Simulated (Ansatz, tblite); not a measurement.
**The cluster B13: one state, many levels**

Aim: run the doublet of the cluster B13 at one geometry on many levels, and compare frontier levels, spin and run time.

Program: Ansatz 0.2.0, Gaussian basis. Level of theory: as each input shows. These are calculated values, not measurements.

Plan: GFN1-xTB, GFN2-xTB, PBE-D4/def2-TZVP, r2SCAN-D4/def2-TZVP, HF/def2-TZVP, ωB97X-V/def2-TZVP, PBE-D4/def2-SVP, PBE0-D4/def2-SVP, HF/6-31G, B3LYP-D4/6-31G, MP2/def2-SVP.

2 further runs of the same task are left out: 2 set aside as unsound or not needed.

## (1) The relaxed structure

The geometry is that of the doublet, from an earlier relaxation (PBE-D4/def2-SVP). At that level it is the lowest of the isomers that a small search found.

13 atoms, charge 0, spin multiplicity 2.

Bond lengths: B1–B5 1.554 Å, B1–B8 1.588 Å, B1–B12 1.730 Å, B2–B3 1.548 Å, B2–B4 1.676 Å, B2–B7 1.620 Å, B3–B4 1.676 Å, B3–B8 1.622 Å, B4–B7 1.806 Å, B4–B8 1.805 Å, B4–B9 1.741 Å, B4–B12 1.739 Å, B5–B11 1.575 Å, B5–B12 1.699 Å, B6–B7 1.587 Å, B6–B9 1.731 Å, B6–B13 1.554 Å and more. Angles: B5–B1–B8 132.2°, B5–B1–B12 62.0°, B8–B1–B12 70.2°, B3–B2–B4 62.5°, B3–B2–B7 128.9°, B4–B2–B7 66.4°, B2–B3–B4 62.5°, B2–B3–B8 128.9°, B4–B3–B8 66.4°, B2–B4–B3 55.0°, B2–B4–B7 55.3°, B2–B4–B8 110.4°, B2–B4–B9 120.7°, B2–B4–B12 175.6°, B3–B4–B7 110.3°, B3–B4–B8 55.4°, B3–B4–B9 175.7°, B3–B4–B12 120.6° and more.

PBE0-D4/def2-TZVP was run before; its log isn't repeated, and its numbers join the tables.

## (2) GFN1-xTB

Tight binding, by tblite at 300 K electronic temperature and without a spin-polarisation term:

```python
tblite.interface.Calculator('GFN1-xTB', numbers, positions, charge=0, uhf=1).singlepoint()
```

Energy -491.5451 eV; 0.01 s.

## (3) GFN2-xTB

Tight binding, by tblite at 300 K electronic temperature and without a spin-polarisation term:

```python
tblite.interface.Calculator('GFN2-xTB', numbers, positions, charge=0, uhf=1).singlepoint()
```

Energy -421.2190 eV; 0.014 s.

## (4) PBE-D4/def2-TZVP

start.molden holds the orbitals of an earlier run on this state, given as this run's starting guess.

Contents of in.yaml:

```yaml
crystal:
  periodic: [false, false, false]
  atoms:
    - {symbol: B, position_ang: [-1.931115, 1.765051, 0.036541]}
    - {symbol: B, position_ang: [2.325302, 1.286770, 0.116341]}
    - {symbol: B, position_ang: [1.213507, 2.363398, 0.141482]}
    - {symbol: B, position_ang: [0.735904, 0.759032, 0.057237]}
    - {symbol: B, position_ang: [-2.649021, 0.389706, -0.052790]}
    - {symbol: B, position_ang: [1.825891, -1.870420, -0.035546]}
    - {symbol: B, position_ang: [2.180063, -0.325096, 0.043316]}
    - {symbol: B, position_ang: [-0.395420, 2.165591, 0.094361]}
    - {symbol: B, position_ang: [0.366628, -0.939531, -0.031847]}
    - {symbol: B, position_ang: [-1.036508, -2.193652, -0.137279]}
    - {symbol: B, position_ang: [-2.159169, -1.106285, -0.115536]}
    - {symbol: B, position_ang: [-0.950971, 0.339514, -0.003963]}
    - {symbol: B, position_ang: [0.474898, -2.634077, -0.112317]}
basis:
  gaussian: {orbitals: def2-TZVP, initial_orbitals: start.molden}
magnetization: {spin_polarized: true, initial_magnetization: 1}
hamiltonian: {xc: pbe, dispersion: d4}
scf: {omitted_lower_state_checks: [starts]}
output: {orbitals: {seedname: orbitals}}
```

On the command line:

```
> ansatz run in.yaml --threads 4 --pin off --events-out ev --progress --plain --max-ram 6963MiB
```

Further steps of the session: r2SCAN-D4/def2-TZVP; HF/def2-TZVP; ωB97X-V/def2-TZVP; PBE-D4/def2-SVP; PBE0-D4/def2-SVP; HF/6-31G; B3LYP-D4/6-31G; MP2/def2-SVP.

Q: Predict the results of all the runs planned. Wanted: gap in def2-TZVP, named functionals and Hartree-Fock, smallest and largest; correlation energy, MP2/def2-SVP; binding an atom, functionals in def2-TZVP; ⟨S²⟩ in def2-TZVP, named functionals and Hartree-Fock, smallest and largest; PBE0 total energy, smallest basis above largest.

As calculated:

| quantity | value |
| --- | --- |
| gap in def2-TZVP, named functionals and Hartree-Fock, smallest and largest | 0.34 eV (PBE-D4), 6.33 eV (HF) |
| correlation energy, MP2/def2-SVP | -29.77 eV |
| binding an atom, functionals in def2-TZVP | 4.77 (ωB97X-V) to 5.22 eV (PBE-D4) |
| ⟨S²⟩ in def2-TZVP, named functionals and Hartree-Fock, smallest and largest | 0.756, 0.882 |
| PBE0 total energy, smallest basis above largest | 8.78 eV (def2-SVP, def2-TZVP) |

In words: Orbital gaps of the named functionals and Hartree-Fock in def2-TZVP span 0.34 eV (PBE-D4) to 6.33 eV (HF); exact exchange widens it. Over the named functionals and Hartree-Fock in def2-TZVP spin contamination reaches 0.13 (HF).
